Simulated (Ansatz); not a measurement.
# H₂WO₄: up Jacob's ladder to CCSD(T)

The task here is to estimate one member of a computed series from the others.

The runs use Ansatz 0.2.0, Gaussian basis; functionals in def2-TZVPP, the program's frozen cores in correlated methods.

The runs, in order: LDA (SPW92), PBE-D4, revPBE-D4, BLYP-D4, r2SCAN-D4, B97M-V, PBE0-D4, B3LYP-D4, r2SCANh-D4, r2SCAN0-D4, HSE06-D4, BHLYP-D4, CAM-B3LYP-D4, LC-ωPBE, ωB97X-V, ωB97M-V, B2PLYP, PBE-QIDH; CCSD(T)/def2-SVP; CCSD(T)/def2-TZVPP; MP2/def2-QZVPP; extrapolation to the limit; RPA on PBE.

## Structure used throughout

All runs share one geometry, relaxed beforehand with PBE0-D4 in a triple-zeta def2 set. W takes the def2 core potential; no spin-orbit term is included.

7 atoms, charge 0, spin multiplicity 1.

Atoms are counted from 1 here; the program's logs count them from 0.

Bond lengths: O1–W2 1.704 Å, W2–O3 1.704 Å, W2–O4 1.881 Å, W2–O5 1.881 Å, O4–H6 0.960 Å, O5–H7 0.960 Å. Angles: O1–W2–O3 108.9°, O1–W2–O4 109.9°, O1–W2–O5 108.7°, O3–W2–O4 108.7°, O3–W2–O5 109.9°, O4–W2–O5 110.7°, W2–O4–H6 125.0°, W2–O5–H7 125.0°.

The first run:

Input file in.yaml:

```yaml
crystal:
  periodic: [false, false, false]
  atoms:
    - {symbol: O, position_ang: [-1.372879, 1.338228, 0.229834]}
    - {symbol: W, position_ang: [-0.059337, 0.252335, 0.239193]}
    - {symbol: O, position_ang: [0.920701, 0.584954, 1.593270]}
    - {symbol: O, position_ang: [-0.690380, -1.515031, 0.370538]}
    - {symbol: O, position_ang: [0.931393, 0.489984, -1.342264]}
    - {symbol: H, position_ang: [-1.609879, -1.778188, 0.290874]}
    - {symbol: H, position_ang: [1.880381, 0.627709, -1.381445]}
basis:
  gaussian: {orbitals: def2-TZVPP}
hamiltonian: {xc: lda}
output: {orbitals: {seedname: orbitals}}
```

On the command line:

```
ansatz run in.yaml --threads 4 --pin off --events-out ev --progress --plain --max-ram 10444MiB
```

Among the steps run: LDA; PBE-D4 (GGA); revPBE-D4 (GGA); BLYP-D4 (GGA); r2SCAN-D4 (meta-GGA); B97M-V (meta-GGA); PBE0-D4 (hybrid); B3LYP-D4 (hybrid); r2SCANh-D4 (hybrid); r2SCAN0-D4 (hybrid); HSE06-D4 (hybrid); BHLYP-D4 (hybrid); CAM-B3LYP-D4 (range-separated); LC-ωPBE (range-separated); ωB97X-V (range-separated); ωB97M-V (range-separated); B2PLYP (double hybrid); PBE-QIDH (double hybrid).

One of the session's tables, all rows but one given; the rest of the session is left out.

It belongs to the step «Frontier levels by functional». 

| functional | HOMO (eV) | LUMO (eV) | gap (eV) |
| --- | --- | --- | --- |
| LDA (SPW92) | -7.55 | -2.55 | 4.99 |
| PBE-D4 | -7.31 | -2.29 | 5.01 |
| revPBE-D4 | -7.22 | -2.19 | 5.02 |
| BLYP-D4 | -7.21 | -2.22 | 4.99 |
| r2SCAN-D4 | -7.67 | -2.18 | 5.49 |
| B97M-V | ? | ? | ? |
| PBE0-D4 | -8.94 | -1.49 | 7.45 |
| B3LYP-D4 | -8.68 | -1.76 | 6.93 |
| r2SCANh-D4 | -8.28 | -1.88 | 6.40 |
| r2SCAN0-D4 | -9.21 | -1.42 | 7.78 |
| HSE06-D4 | -8.53 | -1.87 | 6.66 |
| BHLYP-D4 | -10.51 | -0.59 | 9.91 |
| CAM-B3LYP-D4 | -10.40 | -0.42 | 9.98 |
| LC-ωPBE | -11.70 | 0.82 | 12.53 |
| ωB97X-V | -11.37 | 0.73 | 12.10 |
| ωB97M-V | -11.31 | 0.61 | 11.93 |

**Question.** Estimate the row for B97M-V.

As computed: HOMO (eV): -7.74; LUMO (eV): -2.11; gap (eV): 5.63. In the column «HOMO (eV)» it lies between r2SCANh-D4 (-8.28) and r2SCAN-D4 (-7.67).
